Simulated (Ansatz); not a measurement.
Working through a table of relaxed lattice constants and trends of a series on the perovskite structure: LiTeO3, NaTeO3, KTeO3, RbTeO3, CsTeO3

Computed with Ansatz 0.2.0, Python API.

Typed at the interpreter:
```pycon
>>> import csv
>>> import warnings
>>> import ansatz as az
>>> import numpy as np
>>> def perovskite(first, second, third, a):
...     return (
...         az.Lattice.cubic(a)
...         .space_group(221)
...         .atom(first, (0, 0, 0))
...         .atom(second, (0.5, 0.5, 0.5))
...         .atom(third, (0.5, 0.5, 0))
...     )
...
>>> def compute(name, crystal, relax=True):
...     calc = (
...         crystal.calculation()
...         .functional("LDA")
...         .basis(530, xc_grid=1)
...         .eigensolver("davidson", full_accuracy=True)
...         .kpoints(spacing=0.39)
...         .occupations("fermi_dirac", width=0.1)
...         .stress()
...         .band_table()
...     )
...     if relax:
...         calc = calc.relax(force_tolerance=0.01, max_steps=60, cell=True)
...     return calc.run(threads=1, pin="off")
...
>>> def bulk_modulus(name, outcome, step=0.02):
...     # B = -V dP/dV from the pressures of two uniformly scaled cells, atoms held at their fractions
...     pressure = []
...     for factor in (1 - step, 1.0, 1 + step):
...         cell = az.Crystal(lattice=az.Lattice.of(outcome.lattice.cell_ang * factor ** (1 / 3)))
...         for site in outcome.report["lattice"]["sites"]:
...             cell = cell.atom(site["symbol"], site["position_frac"])
...         pressure.append(np.trace(compute(name, cell, relax=False).report["stress_gpa"]) / 3)
...     slope, bend = (pressure[0] - pressure[2]) / (2 * step), abs(pressure[0] + pressure[2] - 2 * pressure[1])
...     # a jump of mesh or basis between the cells shows as a kink: no modulus then
...     return float(slope) if bend < 12 * step**2 * abs(slope) + 0.15 and abs(pressure[1]) < 1.5 else float("nan")
...
>>> def volume_per_atom(outcome):
...     return abs(np.linalg.det(outcome.lattice.cell_ang)) / len(outcome.lattice.sites)
...
>>> # the lattice constants below are starting guesses
>>> warnings.simplefilter("ignore", az.DeckWarning)
>>> phases = {}
>>> phases["LiTeO3"] = perovskite("Li", "Te", "O", 3.72)
>>> phases["NaTeO3"] = perovskite("Na", "Te", "O", 4.07)
>>> phases["KTeO3"] = perovskite("K", "Te", "O", 4.38)
>>> phases["RbTeO3"] = perovskite("Rb", "Te", "O", 4.51)
>>> phases["CsTeO3"] = perovskite("Cs", "Te", "O", 4.7)
>>> done = {}
>>> for name, crystal in phases.items():
...     try:
...         done[name] = compute(name, crystal)
...     except az.NonConvergedError as error:
...         print(name, "did not converge:", str(error)[:120])
...
>>> rows = [(name, float(np.linalg.norm(o.lattice.cell_ang[0])), volume_per_atom(o), bulk_modulus(name, o)) for name, o in done.items()]
>>> with open("series.csv", "w", newline="") as handle:
...     writer = csv.writer(handle)
...     writer.writerow(["compound", "a (A)", "V (A^3/atom)", "B (GPa)"])
...     writer.writerows([round(v, 4) if isinstance(v, float) else v for v in row] for row in rows)
...
37
>>> print(open("series.csv").read())
compound,a (A),V (A^3/atom),B (GPa)
LiTeO3,3.9848,12.6547,158.4516
NaTeO3,3.9983,12.7833,157.9722
KTeO3,4.0385,13.1733,163.5812
RbTeO3,4.0802,13.5852,152.6164
CsTeO3,4.1594,14.3922,143.0744
```

From smallest to largest: LiTeO3 (12.65 Å³), NaTeO3 (12.78 Å³), KTeO3 (13.17 Å³), RbTeO3 (13.59 Å³) and CsTeO3 (14.39 Å³). The largest is 14 % above the smallest.

Notes:
- The settings weren't tested for convergence.
- A cell here holds an odd number of electrons and is run without spin, so a magnetic state may lie lower.
- For the metals among these phases the mesh is modest: differences between phases can be off by up to 40 meV an atom.
- The bulk modulus is taken at fixed shape and positions, an upper value where these are free.
- Pressure is positive in compression.
- The cells are built on a prototype by substitution; a member may or may not take this structure in nature.
- Finished in 2.9 min on 1 thread of Arm Neoverse V2, on a shared host, peak memory 0.46 GiB.
